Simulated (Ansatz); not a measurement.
Write a Python script for the Ansatz DFT code, driven from Python that makes a ladder of methods at one geometry of C2H5ClSSi, SMILES C=C(Cl)S[SiH3]. Level of theory (for the species named): LDA, def2-SVP basis, multiplicity 1. The script varies functional: lda, blyp, r2scan0, hf, revpbe.

```xyz
10

C    -1.0247    1.4347    1.0165
C    -0.0356    1.1391    0.2363
Cl    1.5314    1.6150    0.6934
S    -0.1792    0.3337   -1.2680
Si    0.5550   -1.6393   -0.9224
H    -0.9358    2.0387    1.9324
H    -2.0654    1.2346    0.7295
H     0.3699   -2.4581   -2.1130
H    -0.1418   -2.2183    0.3007
H     2.0094   -1.5312   -0.6025
```

The script, `methods_c2h5clssi.py`:
```python
from pathlib import Path

import ansatz as az
import numpy as np

GEOMETRY = """
C    -1.02470    1.43470    1.01650
C    -0.03560    1.13910    0.23630
Cl    1.53140    1.61500    0.69340
S    -0.17920    0.33370   -1.26800
Si    0.55500   -1.63930   -0.92240
H    -0.93580    2.03870    1.93240
H    -2.06540    1.23460    0.72950
H     0.36990   -2.45810   -2.11300
H    -0.14180   -2.21830    0.30070
H     2.00940   -1.53120   -0.60250
"""

c2h5clssi = az.Crystal.molecule()
for line in GEOMETRY.strip().splitlines():
    symbol, *xyz = line.split()
    c2h5clssi = c2h5clssi.atom(symbol, [float(v) for v in xyz])

job = c2h5clssi.calculation().basis(gaussian="def2-SVP")

print("functional    E (Ha)        dipole (D)   HOMO (eV)  LUMO (eV)")
for name in ["lda", "blyp", "r2scan0", "hf", "revpbe"]:
    report = job.functional(name).forces().orbitals().run(threads=1, backend="cpu", runs_dir="runs").report
    lines = Path(report["orbitals_path"]).read_text().splitlines()
    field_of = lambda key: [line.split("=")[1].strip() for line in lines if line.startswith(key)]
    orbitals = [(27.211386 * float(e), s, float(n)) for e, s, n in zip(field_of("Ene="), field_of("Spin="), field_of("Occup="))]
    homo = max(e for e, _, n in orbitals if n > 0.5)
    lumo = min(e for e, _, n in orbitals if n < 0.5)
    dipole = 4.803205 * np.linalg.norm(report["charge_distribution"]["dipole_moment_e_ang"])
    print(f"{name:10s} {report['free_energy_ev'] / 27.211386246:14.6f} {dipole:9.3f} {homo:11.3f} {lumo:10.3f}")
```

```console
$ python methods_c2h5clssi.py
functional    E (Ha)        dipole (D)   HOMO (eV)  LUMO (eV)
lda          -1221.890414     1.153      -6.052     -1.736
blyp         -1226.595254     1.058      -5.756     -1.314
r2scan0      -1226.510335     1.420      -7.429     -0.580
hf           -1224.161794     1.609      -9.845      3.160
revpbe       -1226.416372     1.177      -5.972     -1.489
```

Reading the output:
- Total energies depend on the basis set; only differences at equal settings carry meaning.
- The geometry is a force-field or estimated start, not a minimum of this method, and the basis set is short of its limit. A lower total doesn't mark the better method: functionals have no common bound, and MP2 and coupled cluster aren't variational.
- Levels such as HOMO and LUMO are orbital energies: with these approximate functionals they aren't the ionisation energy and electron affinity, and their gap isn't the fundamental gap.
- Hardware and time: 21 s on 1 thread of Arm Neoverse V2 (shared host), peak memory 0.32 GiB.

(Lines on the test bed's own set-up are left out of the output.)
